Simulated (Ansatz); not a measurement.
# SiGeCl (doublet): wave-function methods side by side, cc-pVDZ

How much of the correlation energy of SiGeCl (doublet) does each wave-function method recover here?

The runs use Ansatz 0.2.0, Gaussian basis; cc-pVDZ, core rule «outside noble gas», up to 24 orbitals frozen.

To be run: UHF; CCSD(T) on ROHF; CCSD(T) on UHF; BCCD(T) on ROHF; CISD; CCSDT(Q) on ROHF; CCSDT(Q) on UHF; CASSCF and NEVPT2, 13 electrons in 11 orbitals.

17 further runs of the same task are left out: 4 that didn't finish, 13 set aside as unsound or not needed.

### 1 The geometry

The geometry is a PBE0/def2-TZVP stationary point (not a proven minimum). No spin-orbit coupling is included. The filled d shell of Ge may be among the frozen orbitals whatever the setting's name suggests; the logs give the count.

3 atoms, charge 0, spin multiplicity 2.

Atoms are counted from 1 here; the program's logs count them from 0.

Bond lengths: Cl1–Ge2 2.423 Å, Cl1–Si3 2.265 Å, Ge2–Si3 2.365 Å. Angles: Ge2–Cl1–Si3 60.5°, Cl1–Ge2–Si3 56.5°, Cl1–Si3–Ge2 63.0°.

### 2 UHF

Input file in.yaml:

```yaml
crystal:
  periodic: [false, false, false]
  atoms:
    - {symbol: Cl, position_ang: [0.000000, 0.885306, 1.303423]}
    - {symbol: Ge, position_ang: [0.000000, 0.087359, -0.983890]}
    - {symbol: Si, position_ang: [0.000000, -1.343486, 0.899379]}
basis:
  gaussian: {orbitals: cc-pVDZ}
magnetization: {spin_polarized: true, initial_magnetization: 1}
hamiltonian: {xc: hf}
output: {orbitals: {seedname: orbitals}}
```

The run is started by

```sh
$ ansatz run in.yaml --threads 1 --pin off --events-out ev --progress --plain --max-ram 2393MiB
```

The runs that follow: CCSD(T) on ROHF; CCSD(T) on UHF; BCCD(T) on ROHF; CISD; CCSDT(Q) on ROHF; CCSDT(Q) on UHF; CASSCF and NEVPT2, 13 electrons in 11 orbitals.

Before running them: what should the planned runs give, taken together? Wanted: UCCSDT(Q) below the RHF energy; RMP2 from UCCSDT(Q); UMP2 from UCCSDT(Q); RCCSD from UCCSDT(Q); RCCSD(T) from UCCSDT(Q); UCCSD(T) from UCCSDT(Q); RCCSDT(Q) from UCCSDT(Q); NEVPT2 valence from UCCSDT(Q); T1 diagnostic.

The runs gave:

```
                         quantity                      value
   UCCSDT(Q) below the RHF energy                 -8.9568 eV
              RMP2 from UCCSDT(Q)                +1370.3 meV
              UMP2 from UCCSDT(Q)                +1382.9 meV
             RCCSD from UCCSDT(Q)                 +406.1 meV
          RCCSD(T) from UCCSDT(Q)                  +71.8 meV
          UCCSD(T) from UCCSDT(Q)                  +71.7 meV
         RCCSDT(Q) from UCCSDT(Q)                   +3.8 meV
    NEVPT2 valence from UCCSDT(Q)                +1298.7 meV
levels within 1 kcal/mol (43 meV)  RCCSDT, UCCSDT, RCCSDT(Q)
                    T1 diagnostic                      0.022
   effectively unpaired electrons                       1.05
```

RCCSD(T) lands +71.8 meV from the yardstick (0.8 % of the correlation energy). One determinant dominates. These misses are within one basis, not against nature; the frozen cores of restricted and unrestricted runs differ, which can shift their rows.
